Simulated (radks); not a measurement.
**Ionising neodymium step by step, Nd²⁰⁺ to Nd³⁹⁺**

One table from this session's results is given with a row withheld; the runs are named, their logs left out.

Program: radks (a radial shooting solver on a logarithmic mesh, Libxc functionals) version 1. Level of theory: scalar-relativistic Kohn-Sham, PBE, spin-unpolarised, spherical densities, point nucleus. These are calculated values, not measurements, unless marked.

## Starting point

```
element             : neodymium (Z = 60)
charges             : 20 to 39
first configuration : [Kr] 4d4
last configuration  : [Ar] 3d3
```

The outer shells:

Nd²⁰⁺
```
[Kr] core
4d [↑ ][↑ ][↑ ][↑ ][  ]
```

Nd³⁹⁺
```
[Ar] core
3d [↑ ][↑ ][↑ ][  ][  ]
```

Set-up of the first run:

The run's settings:

```text
Z 60
configuration [Kr] 4d4
relativity scalar-relativistic
functional pbe,pbe
spin unpolarised
nucleus point
c 137.035999084
```

Steps of the session up to this table: Nd²⁰⁺, [Kr] 4d4.

One of the session's tables, all rows but one given; the rest of the session is left out.

It belongs to the step «Nd²⁰⁺, [Kr] 4d4». From the orbitals of this run (lengths in bohr):

| level | <r> | outermost maximum (interpolated) | 90 % within | nodes |
| --- | --- | --- | --- | --- |
| 2s | 0.1009 | 0.0855 | 0.156 | 1 |
| 2p | 0.08876 | 0.0689 | 0.144 | 0 |
| 3s | 0.2651 | 0.243 | 0.388 | 2 |
| 3p | 0.2629 | 0.238 | 0.393 | 1 |
| 3d | 0.2396 | 0.195 | 0.373 | 0 |
| 4s | 0.5729 | 0.549 | 0.814 | 3 |
| 4p | 0.5940 | 0.566 | 0.851 | 2 |
| 4d | ? | ? | ? | ? |

Q: Estimate the row for 4d from the others.

As computed: <r>: 0.6144; outermost maximum (interpolated): 0.576; 90 % within: 0.899; nodes: 1. In the column «<r>» it is the highest.

Caveats from the session: Spin polarisation and multiplet splitting are left out, so open shells lie too high by an amount that depends on their filling.
